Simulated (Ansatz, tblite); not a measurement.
**Perfluoropentacene (C22F14): one state, many levels**

One table from this session's results is given with a row withheld; the runs are named, their logs left out.

Method: as each input shows; program: Ansatz 0.2.0, Gaussian basis.

The runs, in order: GFN1-xTB, GFN2-xTB, PBE-D4/def2-SVP, r2SCAN-D4/def2-SVP, B3LYP-D4/def2-SVP, PBE0-D4/def2-TZVP, PBE-D4/def2-TZVP.

2 further runs of the same task are left out: 2 set aside as unsound or not needed.

### The relaxed structure

The geometry is that of the singlet, from an earlier relaxation (r2SCAN-D4/def2-SVP).

36 atoms, charge 0, spin multiplicity 1.

Bond lengths: F1–C2 1.325 Å, C2–C3 1.422 Å, C2–C35 1.373 Å, C3–F4 1.325 Å, C3–C5 1.373 Å, C5–F6 1.328 Å, C5–C7 1.431 Å, C7–C8 1.397 Å, C7–C34 1.458 Å, C8–F9 1.329 Å, C8–C10 1.416 Å, C10–C11 1.408 Å, C10–C31 1.457 Å, C11–F12 1.328 Å, C11–C13 1.408 Å, C13–C14 1.416 Å, C13–C28 1.457 Å, C14–F15 1.329 Å and more. Angles: F1–C2–C3 118.3°, F1–C2–C35 121.0°, C3–C2–C35 120.7°, C2–C3–F4 118.3°, C2–C3–C5 120.7°, F4–C3–C5 121.0°, C3–C5–F6 118.2°, C3–C5–C7 120.8°, F6–C5–C7 120.9°, C5–C7–C8 122.8°, C5–C7–C34 118.5°, C8–C7–C34 118.7°, C7–C8–F9 118.5°, C7–C8–C10 122.9°, F9–C8–C10 118.6°, C8–C10–C11 123.1°, C8–C10–C31 118.3°, C11–C10–C31 118.6° and more.

PBE0-D4/def2-SVP was run before; its log isn't repeated, and its numbers join the tables.

The first run:

Tight binding, by tblite at 300 K electronic temperature and without a spin-polarisation term:

```python
tblite.interface.Calculator('GFN1-xTB', numbers, positions, charge=0, uhf=0).singlepoint()
```

Tight binding, by tblite at 300 K electronic temperature and without a spin-polarisation term:

```python
tblite.interface.Calculator('GFN2-xTB', numbers, positions, charge=0, uhf=0).singlepoint()
```

start.molden holds the orbitals of an earlier run on this state, given as this run's starting guess.

Input file in.yaml:

```yaml
crystal:
  periodic: [false, false, false]
  atoms:
    - {symbol: F, position_ang: [-7.041052, 2.276114, -0.704582]}
    - {symbol: C, position_ang: [-5.966620, 1.603364, -0.320756]}
    - {symbol: C, position_ang: [-6.132440, 0.541855, 0.611511]}
    - {symbol: F, position_ang: [-7.353404, 0.276638, 1.051092]}
    - {symbol: C, position_ang: [-5.051510, -0.187123, 1.042295]}
    - {symbol: F, position_ang: [-5.262160, -1.167185, 1.912929]}
    - {symbol: C, position_ang: [-3.733876, 0.102472, 0.565043]}
    - {symbol: C, position_ang: [-2.606828, -0.612591, 0.976195]}
    - {symbol: F, position_ang: [-2.767142, -1.603372, 1.847358]}
    - {symbol: C, position_ang: [-1.301676, -0.328563, 0.506064]}
    - {symbol: C, position_ang: [-0.163543, -1.046883, 0.918403]}
    - {symbol: F, position_ang: [-0.318284, -2.037677, 1.788701]}
    - {symbol: C, position_ang: [1.131627, -0.759774, 0.447825]}
    - {symbol: C, position_ang: [2.280138, -1.478749, 0.859068]}
    - {symbol: F, position_ang: [2.130613, -2.471702, 1.729673]}
    - {symbol: C, position_ang: [3.563873, -1.190760, 0.390377]}
    - {symbol: C, position_ang: [4.722522, -1.919245, 0.808304]}
    - {symbol: F, position_ang: [4.623916, -2.918989, 1.676461]}
    - {symbol: C, position_ang: [5.966831, -1.602370, 0.321826]}
    - {symbol: F, position_ang: [7.041427, -2.274378, 0.706486]}
    - {symbol: C, position_ang: [6.132649, -0.540802, -0.610363]}
    - {symbol: F, position_ang: [7.353699, -0.275061, -1.049385]}
    - {symbol: C, position_ang: [5.051613, 0.187752, -1.041605]}
    - {symbol: F, position_ang: [5.262262, 1.168065, -1.911964]}
    - {symbol: C, position_ang: [3.733876, -0.102527, -0.565067]}
    - {symbol: C, position_ang: [2.606727, 0.612110, -0.976694]}
    - {symbol: F, position_ang: [2.767057, 1.602953, -1.847786]}
    - {symbol: C, position_ang: [1.301481, 0.327655, -0.507063]}
    - {symbol: C, position_ang: [0.163329, 1.045846, -0.919544]}
    - {symbol: F, position_ang: [0.318095, 2.036753, -1.789705]}
    - {symbol: C, position_ang: [-1.131842, 0.758727, -0.448979]}
    - {symbol: C, position_ang: [-2.280322, 1.477798, -0.860123]}
    - {symbol: F, position_ang: [-2.130888, 2.470302, -1.731263]}
    - {symbol: C, position_ang: [-3.563939, 1.190461, -0.390694]}
    - {symbol: C, position_ang: [-4.722437, 1.919511, -0.808021]}
    - {symbol: F, position_ang: [-4.623772, 2.919366, -1.676047]}
basis:
  gaussian: {orbitals: def2-SVP, fitting: {mean_field: def2-universal-jkfit}, initial_orbitals: start.molden}
hamiltonian: {xc: pbe, dispersion: d4}
scf: {omitted_lower_state_checks: [starts]}
output: {forces: true, orbitals: {seedname: orbitals}}
```

Run with:

```console
ansatz run in.yaml --threads 8 --pin off --events-out ev --progress --plain --max-ram 19148MiB
```

Among the steps run: PBE-D4/def2-SVP; r2SCAN-D4/def2-SVP; B3LYP-D4/def2-SVP; PBE0-D4/def2-TZVP; PBE-D4/def2-TZVP.

One table of the session follows, with a row left open; its other results are not shown here.

It belongs to the step «Binding energy». 

```
             level  binding an atom (eV)
   PBE-D4/def2-SVP                 6.112
  PBE-D4/def2-TZVP                     ?
r2SCAN-D4/def2-SVP                 5.779
 B3LYP-D4/def2-SVP                 5.705
  PBE0-D4/def2-SVP                 5.843
 PBE0-D4/def2-TZVP                 5.694
```

Q: Estimate the row for PBE-D4/def2-TZVP from the others.

The run gave: binding an atom (eV): 5.938. In the column «binding an atom (eV)» it lies between PBE0-D4/def2-SVP (5.843) and PBE-D4/def2-SVP (6.112).

To keep in mind: Free atoms were run apart at each level; binding is atoms less cluster, divided by the number of atoms, without zero-point or spin-orbit terms.
